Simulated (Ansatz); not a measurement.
Crystal: NbTe.

```
CELL_PARAMETERS angstrom
3.70297 0.00000 0.00000
-1.85149 3.20687 0.00000
0.00000 0.00000 3.69421
ATOMIC_POSITIONS crystal
Te 0.66667 0.33333 0.00000
Nb 0.00000 0.00000 0.50000
```

The cell comes from a database or a generator and needn't be the stable form of this composition.

Base run:

| Item | Value |
| --- | --- |
| Program | Ansatz 0.2.0 |
| Functional | LDA |
| Potentials or basis | Ansatz PAW |
| Cutoff | 420 eV (not typed: the program's choice for these potentials) |
| k mesh | 8 × 8 × 7 |
| Occupations | fermi-dirac, width 0.05 eV |
| Spin | no spin polarisation |
| Hubbard terms | Nb d U = 1 eV |

Its results: band gap on the k mesh none (metal or under the smearing width); pressure -7.3 GPa.

The run is repeated on the same cell with these changes: hubbard terms from Nb d U = 1 eV to Nb d U = 8 eV. What comes out?

Band gap on the k mesh none (metal or under the smearing width); pressure 6.1 GPa.

Caveats: spin-orbit coupling is left out, which moves the levels of the heavy elements; U without spin polarisation on a metal has little footing; the PAW data sets come from PBE, with cores solved anew for the run's functional, which leaves a small shift of forces and pressure; the U is typed as a test and isn't derived for this compound.
